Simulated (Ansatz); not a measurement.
# RuTe (rocksalt): equation of state

The task here is to estimate one member of a computed series from the others.

Method: DFT r²SCAN, scalar-relativistic, plane waves, PAW, in Ansatz 0.2.0.

## Starting point

It takes space group Fm-3m (No. 225, cubic). Conventional cell: a = 5.421 Å, b = 5.421 Å, c = 5.421 Å, α = 90.00°, β = 90.00°, γ = 90.00°. Ru (site symmetry m-3m) has 6 Te at 2.71 Å in its first shell of neighbours. Te (site symmetry m-3m) has 6 Ru at 2.71 Å in its first shell of neighbours.

Coordinates:

```xyz
2
Lattice="0.0000 2.7105 2.7105 2.7105 0.0000 2.7105 2.7105 2.7105 0.0000" Properties=species:S:1:pos:R:3 pbc="T T T"
Ru    2.7105    2.7105    2.7105
Te    0.0000    0.0000    0.0000
```

An earlier run at r²SCAN left this cell at 19.914 Å³/atom and 0.00 GPa (12×12×12 mesh).

Volume factors to run: 0.980, 1.020, 0.960, 1.040, 1.070.

The first run:

input.yaml

```yaml
crystal:
  lattice:
    - [0.0, 2.6923328553, 2.6923328553]
    - [2.6923328553, 0.0, 2.6923328553]
    - [2.6923328553, 2.6923328553, 0.0]
  atoms:
    - { symbol: Ru, position: [0.5, 0.5, 0.5] }
    - { symbol: Te, position: [0.0, 0.0, 0.0] }
basis:
  ecutwfc: 500
  ecutrho_ratio: 4
kpoints:
  mp_grid: { grid: [12, 12, 12] }
hamiltonian:
  xc: r2scan
scf:
  occupations: { method: gaussian, width: 0.05 }
output:
  forces: true
  stress: true
  eigenvalues: true
```

Command:

```
ansatz run input.yaml --threads 2 --pin off --max-ram 2662MiB --backend cpu --events-out ev --progress --plain --runs-dir out
```

Among the steps run: Volume × 0.980; Scaling the volume by 1.020; Scaling the volume by 0.960; Volume × 1.040; Scaling the volume by 1.070.

One table of the session follows, with a row left open; its other results are not shown here.

It belongs to the step «The fit». 

```
volume (Å³/atom)  energy (meV/atom)  pressure (GPa)
          19.118              13.93            5.90
          19.516                  ?               ?
          19.914               0.00            0.00
          20.312               3.17           -2.45
          20.711              12.03           -4.61
          21.308              34.60           -7.40
```

**Question.** Estimate the row for volume (Å³/atom) = 19.516.

Worked estimate for «energy (meV/atom)». A straight line through the neighbours (19.118, 13.93) and (19.914, 0.00) gives 13.93 + (0.00 − 13.93) × (19.516 − 19.118) / (19.914 − 19.118) = 6.97; a parabola fitted to 3 rows on both sides gives 3.59.

As computed: energy (meV/atom): 3.30; pressure (GPa): 2.77. In «energy (meV/atom)» the line misses by +3.67 and the parabola by +0.29.
